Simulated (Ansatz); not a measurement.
**C2H6SSi: small, medium and large basis sets**

The task here is to estimate one member of a computed series from the others.

The runs use Ansatz 0.2.0, Gaussian basis; one geometry, several basis sets.

Plan: PBE0-D4/def2-SVP; ωB97M-V/def2-SVP; PBE0-D4/def2-QZVPP; ωB97M-V/def2-QZVPP; the functionals' def2-TZVPP values are taken from earlier runs.

## The geometry

The geometry comes from an earlier relaxation with PBE0-D4 in a triple-zeta def2 set; it is a stationary point, not always the lowest conformer.

SMILES `[SiH3]CC=S`, 10 atoms, charge 0, spin multiplicity 1.

Atoms are counted from 1 here; the program's logs count them from 0.

Bond lengths: Si1–C2 1.901 Å, Si1–H5 1.482 Å, Si1–H6 1.486 Å, Si1–H7 1.486 Å, C2–C3 1.471 Å, C2–H8 1.095 Å, C2–H9 1.092 Å, C3–S4 1.614 Å, C3–H10 1.094 Å. Angles: C2–Si1–H5 109.2°, C2–Si1–H6 108.7°, C2–Si1–H7 109.5°, H5–Si1–H6 110.3°, H5–Si1–H7 109.7°, H6–Si1–H7 109.3°, Si1–C2–C3 109.3°, Si1–C2–H8 106.6°, Si1–C2–H9 107.4°, C3–C2–H8 111.4°, C3–C2–H9 111.6°, H8–C2–H9 110.3°, C2–C3–S4 126.3°, C2–C3–H10 114.7°, S4–C3–H10 119.0°.

The first run:

File in.yaml:

```yaml
crystal:
  periodic: [false, false, false]
  atoms:
    - {symbol: Si, position_ang: [-1.098619, 0.711047, -0.139140]}
    - {symbol: C, position_ang: [0.234955, -0.392293, 0.647946]}
    - {symbol: C, position_ang: [1.253326, -0.718890, -0.362295]}
    - {symbol: S, position_ang: [2.658272, 0.044283, -0.582944]}
    - {symbol: H, position_ang: [-0.492042, 2.005634, -0.530971]}
    - {symbol: H, position_ang: [-2.183453, 0.929248, 0.852610]}
    - {symbol: H, position_ang: [-1.657452, 0.035258, -1.338319]}
    - {symbol: H, position_ang: [-0.275283, -1.292140, 1.007752]}
    - {symbol: H, position_ang: [0.662672, 0.161153, 1.486661]}
    - {symbol: H, position_ang: [0.980724, -1.534601, -1.038299]}
basis:
  gaussian: {orbitals: def2-SVP}
hamiltonian: {xc: pbe0, dispersion: d4}
output: {orbitals: {seedname: orbitals}}
```

On the command line:

```bash
> ansatz run in.yaml --threads 2 --pin off --events-out ev --progress --plain --max-ram 4352MiB
```

Among the steps run: PBE0-D4 in def2-SVP; ωB97M-V in def2-SVP; PBE0-D4 in def2-QZVPP; ωB97M-V in def2-QZVPP.

One table of the session follows, with a row left open; its other results are not shown here.

It belongs to the step «Density functionals: the series». 

| functional | basis | HOMO (eV) | LUMO (eV) |
| --- | --- | --- | --- |
| PBE0-D4 | def2-SVP | ? | ? |
| PBE0-D4 | def2-TZVPP | -6.44 | -2.12 |
| PBE0-D4 | def2-QZVPP | -6.48 | -2.17 |
| ωB97M-V | def2-SVP | -8.48 | 0.24 |
| ωB97M-V | def2-TZVPP | -8.66 | -0.01 |
| ωB97M-V | def2-QZVPP | -8.71 | -0.08 |

Estimate the missing values for PBE0-D4, def2-SVP.

The run gave: HOMO (eV): -6.29; LUMO (eV): -1.97. In the column «HOMO (eV)» it is the highest.
